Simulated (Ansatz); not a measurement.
What does this script print? It uses Ansatz's Python interface.

The script, `run_sym.py`:
```python
'''What the space group makes of the typed atoms of Ho2Ge3.'''

import ansatz as az
import numpy as np

lattice = az.Lattice.of(
    (4.39482052, 0.0, 0.0),
    (-2.19741026, 3.80602622, 0.0),
    (0.0, 0.0, 6.98768),
)
sites = [
    ('Ho', (1 / 3, 2 / 3, 0.230557), 2.8),
    ('Ho', (1 / 3, 2 / 3, 0.769443), -2.8),
    ('Ge', (2 / 3, 1 / 3, 0.5), 0.0),
    ('Ge', (0.0, 0.0, 0.0), 0.0),
    ('Ge', (0.0, 0.0, 0.5), 0.0),
]
structure = az.Crystal(lattice=lattice)
for symbol, position, moment in sites:
    structure = structure.atom(symbol, position, moment=moment or None)

built = structure.resolved()
vectors = np.array(built.lattice.vectors)
print('cell vectors (A)')
print(vectors.round(4) + 0.0)
for index, site in enumerate(built.sites):
    print(index, site.symbol, np.round(site.position, 4) + 0.0)
try:
    print({label: tuple(round(v, 4) for v in k) for label, k in az.high_symmetry_points(vectors.tolist()).items()})
except Exception as error:
    print('no labels:', error)
```

```console
$ python run_sym.py
cell vectors (A)
[[ 4.3948  0.      0.    ]
 [-2.1974  3.806   0.    ]
 [ 0.      0.      6.9877]]
0 Ho [0.3333 0.6667 0.2306]
1 Ho [0.3333 0.6667 0.7694]
2 Ge [0.6667 0.3333 0.5   ]
3 Ge [0. 0. 0.]
4 Ge [0.  0.  0.5]
{'A': (0.0, 0.0, 0.5), 'H': (0.3333, 0.3333, 0.5), 'K': (0.3333, 0.3333, 0.0), 'L': (0.5, 0.0, 0.5), 'M': (0.5, 0.0, 0.0), 'Γ': (0.0, 0.0, 0.0)}
```

The structure comes from a database and needn't be a stable phase.
